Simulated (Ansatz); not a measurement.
**BH₅SeSi (SMILES B[Se][SiH3]): single points off equilibrium**

An exercise on one series of results from a longer session: the logs are not shown, and one member is left open.

Program: Ansatz 0.2.0, Gaussian basis. Level of theory: single points in def2-TZVPP. These are calculated values, not measurements.

Cores are frozen in the correlated methods. Filled d shells of the heavier atoms are correlated.

**Starting geometry**

SMILES `B[Se][SiH3]`, 8 atoms, charge 0, spin multiplicity 1.

Atoms are counted from 1 here; the program's logs count them from 0.

Bond lengths: B1–Se2 1.904 Å, B1–H4 1.192 Å, B1–H5 1.160 Å, Se2–Si3 2.322 Å, Si3–H6 1.427 Å, Si3–H7 1.453 Å, Si3–H8 1.504 Å. Angles: Se2–B1–H4 116.6°, Se2–B1–H5 122.7°, H4–B1–H5 120.7°, B1–Se2–Si3 102.8°, Se2–Si3–H6 107.2°, Se2–Si3–H7 102.9°, Se2–Si3–H8 108.0°, H6–Si3–H7 114.8°, H6–Si3–H8 110.6°, H7–Si3–H8 112.8°.

Coordinates:

| atom | x (Å) | y (Å) | z (Å) |
| --- | --- | --- | --- |
| B1 | -0.9275 | 1.1852 | -1.0983 |
| Se2 | 0.7493 | 0.2828 | -1.1319 |
| Si3 | 0.7248 | -0.9229 | 0.8519 |
| H4 | -1.2062 | 1.8281 | -2.0624 |
| H5 | -1.6661 | 1.1039 | -0.2073 |
| H6 | 1.1063 | -0.0258 | 1.8945 |
| H7 | 1.6723 | -1.9934 | 0.5934 |
| H8 | -0.6762 | -1.4245 | 1.0726 |

The first run:

run/in.yaml

```yaml
crystal:
  periodic: [false, false, false]
  atoms:
    - {symbol: B, position_ang: [-0.927500, 1.185200, -1.098300]}
    - {symbol: Se, position_ang: [0.749300, 0.282800, -1.131900]}
    - {symbol: Si, position_ang: [0.724800, -0.922900, 0.851900]}
    - {symbol: H, position_ang: [-1.206200, 1.828100, -2.062400]}
    - {symbol: H, position_ang: [-1.666100, 1.103900, -0.207300]}
    - {symbol: H, position_ang: [1.106300, -0.025800, 1.894500]}
    - {symbol: H, position_ang: [1.672300, -1.993400, 0.593400]}
    - {symbol: H, position_ang: [-0.676200, -1.424500, 1.072600]}
basis:
  gaussian: {orbitals: def2-TZVPP}
correlation: {method: ccsd_t}
output: {forces: true}
```

No record of the launch command was kept for these runs.

Steps of the session up to this table: CCSD(T)/def2-TZVPP; PBE0-D4/def2-TZVPP; wB97M-V/def2-TZVPP; r2SCAN-D4/def2-TZVPP; PBE-D4/def2-TZVPP; LC-wPBE/def2-TZVPP; r2SCAN0-D4/def2-TZVPP.

One table of the session follows, with a row left open; its other results are not shown here.

| method | RMS force component (eV/Å) | angle to CCSD(T) forces (°) | dipole (D) |
| --- | --- | --- | --- |
| CCSD(T) | 0.475 | reference | 1.53 |
| PBE0-D4 | 0.494 | 7.1 | 1.47 |
| wB97M-V | 0.460 | 6.4 | 1.50 |
| r2SCAN-D4 | 0.480 | 4.6 | 1.47 |
| PBE-D4 | ? | ? | ? |
| LC-wPBE | 0.523 | 14.7 | 1.51 |
| r2SCAN0-D4 | 0.477 | 7.2 | 1.48 |

Q: Estimate the row for PBE-D4 from the others.

**Answer.** RMS force component (eV/Å): 0.510; angle to CCSD(T) forces (°): 13.3; dipole (D): 1.46. In the column «RMS force component (eV/Å)» it lies between PBE0-D4 (0.494) and LC-wPBE (0.523).
